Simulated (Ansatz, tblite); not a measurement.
# C48H34: one state, many levels

The task here is to estimate one member of a computed series from the others.

Method: as each input shows; program: Ansatz 0.2.0, Gaussian basis.

The runs, in order: GFN1-xTB, GFN2-xTB, PBE-D4/def2-SVP, r2SCAN-D4/def2-SVP, B3LYP-D4/def2-SVP, BLYP-D4/def2-SVP, PBE0-D4/def2-TZVP, PBE-D4/def2-TZVP, MP2/def2-SVP, RPA/def2-SVP.

### The geometry

The singlet was relaxed beforehand with PBE-D4/def2-SVP.

82 atoms, charge 0, spin multiplicity 1.

Bond lengths: C1–C2 1.404 Å, C1–C48 1.404 Å, C1–H49 1.101 Å, C2–C3 1.401 Å, C2–H50 1.101 Å, C3–C4 1.414 Å, C3–H51 1.101 Å, C4–C5 1.483 Å, C4–C47 1.414 Å, C5–C6 1.414 Å, C5–C46 1.414 Å, C6–C7 1.398 Å, C6–H52 1.101 Å, C7–C8 1.414 Å, C7–H53 1.101 Å, C8–C9 1.481 Å, C8–C45 1.414 Å, C9–C10 1.414 Å and more. Angles: C2–C1–C48 119.4°, C2–C1–H49 120.3°, C48–C1–H49 120.3°, C1–C2–C3 120.3°, C1–C2–H50 120.1°, C3–C2–H50 119.6°, C2–C3–C4 121.0°, C2–C3–H51 119.6°, C4–C3–H51 119.4°, C3–C4–C5 121.0°, C3–C4–C47 118.0°, C5–C4–C47 121.0°, C4–C5–C6 121.3°, C4–C5–C46 121.3°, C6–C5–C46 117.4°, C5–C6–C7 121.3°, C5–C6–H52 119.5°, C7–C6–H52 119.2° and more.

PBE0-D4/def2-SVP was run before; its log isn't repeated, and its numbers join the tables.

The first run:

Tight binding, by tblite at 300 K electronic temperature and without a spin-polarisation term:

```python
tblite.interface.Calculator('GFN1-xTB', numbers, positions, charge=0, uhf=0).singlepoint()
```

Tight binding, by tblite at 300 K electronic temperature and without a spin-polarisation term:

```python
tblite.interface.Calculator('GFN2-xTB', numbers, positions, charge=0, uhf=0).singlepoint()
```

start.molden holds the orbitals of an earlier run on this state, given as this run's starting guess.

File in.yaml:

```yaml
crystal:
  periodic: [false, false, false]
  atoms:
    - {symbol: C, position_ang: [16.620228, -0.117089, 0.072889]}
    - {symbol: C, position_ang: [15.913754, -0.230950, -1.135330]}
    - {symbol: C, position_ang: [14.512693, -0.220656, -1.137964]}
    - {symbol: C, position_ang: [13.782864, -0.097651, 0.067176]}
    - {symbol: C, position_ang: [12.300139, -0.087443, 0.064132]}
    - {symbol: C, position_ang: [11.559938, -0.671903, 1.117082]}
    - {symbol: C, position_ang: [10.162316, -0.664106, 1.113389]}
    - {symbol: C, position_ang: [9.434400, -0.067914, 0.057983]}
    - {symbol: C, position_ang: [7.953444, -0.058025, 0.054415]}
    - {symbol: C, position_ang: [7.210462, -1.130326, 0.599678]}
    - {symbol: C, position_ang: [5.813060, -1.122316, 0.593514]}
    - {symbol: C, position_ang: [5.087290, -0.039578, 0.045661]}
    - {symbol: C, position_ang: [3.606422, -0.030399, 0.039811]}
    - {symbol: C, position_ang: [2.878882, 1.173841, 0.179168]}
    - {symbol: C, position_ang: [1.481508, 1.182412, 0.174165]}
    - {symbol: C, position_ang: [0.740404, -0.012318, 0.024975]}
    - {symbol: C, position_ang: [-0.740398, -0.002597, 0.015417]}
    - {symbol: C, position_ang: [-1.473929, 0.918548, 0.797906]}
    - {symbol: C, position_ang: [-2.871287, 0.927226, 0.788981]}
    - {symbol: C, position_ang: [-3.606312, 0.018120, -0.006008]}
    - {symbol: C, position_ang: [-5.086917, 0.029844, -0.018327]}
    - {symbol: C, position_ang: [-5.814250, -0.294281, -1.186783]}
    - {symbol: C, position_ang: [-7.211481, -0.281501, -1.199078]}
    - {symbol: C, position_ang: [-7.953719, 0.054230, -0.043298]}
    - {symbol: C, position_ang: [-9.434409, 0.067556, -0.056613]}
    - {symbol: C, position_ang: [-10.168315, 0.971505, 0.745962]}
    - {symbol: C, position_ang: [-11.565777, 0.984270, 0.733113]}
    - {symbol: C, position_ang: [-12.300567, 0.094448, -0.083639]}
    - {symbol: C, position_ang: [-13.783137, 0.108707, -0.098023]}
    - {symbol: C, position_ang: [-14.519771, 0.398050, 1.074166]}
    - {symbol: C, position_ang: [-15.920729, 0.411568, 1.060710]}
    - {symbol: C, position_ang: [-16.619808, 0.136271, -0.125752]}
    - {symbol: C, position_ang: [-15.903174, -0.152796, -1.298379]}
    - {symbol: C, position_ang: [-14.502224, -0.166501, -1.284437]}
    - {symbol: C, position_ang: [-11.567351, -0.809355, -0.886326]}
    - {symbol: C, position_ang: [-10.169909, -0.822813, -0.872809]}
    - {symbol: C, position_ang: [-7.226116, 0.377144, 1.125381]}
    - {symbol: C, position_ang: [-5.828839, 0.366158, 1.137438]}
    - {symbol: C, position_ang: [-2.872705, -0.902077, -0.789451]}
    - {symbol: C, position_ang: [-1.475408, -0.913599, -0.777488]}
    - {symbol: C, position_ang: [1.467872, -1.216407, -0.115816]}
    - {symbol: C, position_ang: [2.865224, -1.225475, -0.106353]}
    - {symbol: C, position_ang: [5.830297, 1.033923, -0.497258]}
    - {symbol: C, position_ang: [7.227673, 1.023955, -0.494876]}
    - {symbol: C, position_ang: [10.174938, 0.518335, -0.994221]}
    - {symbol: C, position_ang: [11.572518, 0.507102, -0.991923]}
    - {symbol: C, position_ang: [14.509425, 0.015256, 1.275291]}
    - {symbol: C, position_ang: [15.910476, 0.006239, 1.278282]}
    - {symbol: H, position_ang: [17.720786, -0.124701, 0.075156]}
    - {symbol: H, position_ang: [16.459142, -0.337436, -2.085927]}
    - {symbol: H, position_ang: [13.970417, -0.338414, -2.088583]}
    - {symbol: H, position_ang: [12.092805, -1.159145, 1.947764]}
    - {symbol: H, position_ang: [9.619905, -1.114386, 1.958543]}
    - {symbol: H, position_ang: [7.741083, -1.997862, 1.020304]}
    - {symbol: H, position_ang: [5.268845, -1.967567, 1.041233]}
    - {symbol: H, position_ang: [3.421591, 2.121700, 0.313071]}
    - {symbol: H, position_ang: [0.949501, 2.141020, 0.268753]}
    - {symbol: H, position_ang: [-0.936009, 1.630880, 1.441419]}
    - {symbol: H, position_ang: [-3.407935, 1.669657, 1.398675]}
    - {symbol: H, position_ang: [-5.271170, -0.523640, -2.116003]}
    - {symbol: H, position_ang: [-7.741564, -0.500695, -2.138162]}
    - {symbol: H, position_ang: [-9.630682, 1.705634, 1.365054]}
    - {symbol: H, position_ang: [-12.102265, 1.727220, 1.342740]}
    - {symbol: H, position_ang: [-13.983266, 0.587822, 2.016425]}
    - {symbol: H, position_ang: [-16.472268, 0.630310, 1.988356]}
    - {symbol: H, position_ang: [-17.720297, 0.146994, -0.136510]}
    - {symbol: H, position_ang: [-16.440625, -0.360916, -2.236687]}
    - {symbol: H, position_ang: [-13.951206, -0.366791, -2.216080]}
    - {symbol: H, position_ang: [-12.106112, -1.542197, -1.506101]}
    - {symbol: H, position_ang: [-9.634593, -1.566983, -1.481829]}
    - {symbol: H, position_ang: [-7.768701, 0.605585, 2.055074]}
    - {symbol: H, position_ang: [-5.298187, 0.586545, 2.075967]}
    - {symbol: H, position_ang: [-3.410846, -1.636682, -1.407253]}
    - {symbol: H, position_ang: [-0.938300, -1.633603, -1.413090]}
    - {symbol: H, position_ang: [0.924817, -2.168222, -0.216104]}
    - {symbol: H, position_ang: [3.397300, -2.180095, -0.234806]}
    - {symbol: H, position_ang: [5.299757, 1.886023, -0.948389]}
    - {symbol: H, position_ang: [7.771964, 1.884558, -0.912270]}
    - {symbol: H, position_ang: [9.642363, 0.975866, -1.841725]}
    - {symbol: H, position_ang: [12.115530, 0.987011, -1.820301]}
    - {symbol: H, position_ang: [13.964976, 0.140529, 2.223707]}
    - {symbol: H, position_ang: [16.453508, 0.105341, 2.231026]}
basis:
  gaussian: {orbitals: def2-SVP, fitting: {mean_field: def2-universal-jkfit}, initial_orbitals: start.molden}
hamiltonian: {xc: pbe, dispersion: d4}
scf: {omitted_lower_state_checks: [starts]}
output: {orbitals: {seedname: orbitals}}
```

On the command line:

```console
ansatz run in.yaml --threads 4 --pin off --events-out ev --progress --plain --max-ram 66560MiB --backend cuda --devices 0, --max-vram 37GiB
```

Steps of the session up to this table: PBE-D4/def2-SVP; r2SCAN-D4/def2-SVP; B3LYP-D4/def2-SVP; BLYP-D4/def2-SVP; PBE0-D4/def2-TZVP; PBE-D4/def2-TZVP; MP2/def2-SVP; RPA/def2-SVP.

One table of the session follows, with a row left open; its other results are not shown here.

It belongs to the step «Binding energy». 

| level | binding an atom (eV) |
| --- | --- |
| HF/def2-SVP | 4.060 |
| PBE-D4/def2-SVP | 5.669 |
| PBE-D4/def2-TZVP | 5.581 |
| BLYP-D4/def2-SVP | 5.455 |
| r2SCAN-D4/def2-SVP | 5.481 |
| B3LYP-D4/def2-SVP | 5.446 |
| PBE0-D4/def2-SVP | ? |
| PBE0-D4/def2-TZVP | 5.464 |
| MP2/def2-SVP | 5.331 |

Estimate the missing values for PBE0-D4/def2-SVP.

**Answer.** binding an atom (eV): 5.556. In the column «binding an atom (eV)» it lies between r2SCAN-D4/def2-SVP (5.481) and PBE-D4/def2-TZVP (5.581).

To keep in mind: Free atoms were run apart at each level; binding is atoms less cluster, divided by the number of atoms, without zero-point or spin-orbit terms.
